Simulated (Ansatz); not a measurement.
# BrCl2GaH3N: the cost of one run

Program: Ansatz 0.2.0. Level of theory: RKS PBE0-D4/def2-SVP. These are calculated values, not measurements.

## 1. The structure to begin with

Bond lengths: Ga1–N2 2.280 Å, N2–H3 1.060 Å, N2–H4 1.060 Å, Ga1–Cl5 2.240 Å, Ga1–Cl6 2.240 Å, Ga1–Br7 2.720 Å, Br7–H8 1.786 Å. Angles: Ga1–N2–H3 120.0°, Ga1–N2–H4 120.0°, H3–N2–H4 120.0°, N2–Ga1–Cl5 120.0°, N2–Ga1–Cl6 120.0°, N2–Ga1–Br7 71.6°, Cl5–Ga1–Cl6 120.0°, Cl5–Ga1–Br7 114.2°, Cl6–Ga1–Br7 84.6°, Ga1–Br7–H8 61.8°.

As a file:

```xyz
8

Ga    0.0000    0.0000    0.0000
N     0.0000    0.0000    2.2800
H    -0.8770   -0.2713    2.8100
H     0.8770    0.2713    2.8100
Cl    1.9398    0.0000   -1.1200
Cl   -1.9398    0.0000   -1.1200
Br   -0.7914    2.4569    0.8577
H    -0.3938    1.2224    2.0855
```

## 2. A restrained relaxation towards end A

Springs on the bonds that form and break draw the guess towards this end; the thresholds are loose.

File input.yaml:

```yaml
crystal:
  periodic: [false, false, false]
  atoms:
    - { symbol: Ga, position_ang: [0.0, 0.0, 0.0] }
    - { symbol: "N", position_ang: [0.0, 0.0, 2.28] }
    - { symbol: H, position_ang: [-0.877, -0.2713, 2.81] }
    - { symbol: H, position_ang: [0.877, 0.2713, 2.81] }
    - { symbol: Cl, position_ang: [1.9398, 0.0, -1.12] }
    - { symbol: Cl, position_ang: [-1.9398, 0.0, -1.12] }
    - { symbol: Br, position_ang: [-0.7914, 2.4569, 0.8577] }
    - { symbol: H, position_ang: [-0.3938, 1.2224, 2.0855] }
basis:
  gaussian: { orbitals: def2-SVP }
hamiltonian:
  xc: pbe0
  dispersion: d4
relax:
  f_tol: 0.15
  max_steps: 25
  restrain:
    - { distance: [0, 6], at: 3.62, k: 30.0 }
    - { distance: [7, 1], at: 2.26, k: 30.0 }
    - { distance: [0, 1], at: 1.93, k: 30.0 }
    - { distance: [7, 6], at: 1.55, k: 30.0 }
```

Run with:

```console
ansatz run input.yaml --threads 4 --pin off --max-ram 5120MiB --backend cpu --events-out ev --progress --plain --runs-dir out
```

**Question.** How long does this run take on 4 threads of Arm Neoverse V1, shared host, and how much memory does it need?

About 30 s, with a peak of 0.4 GiB.
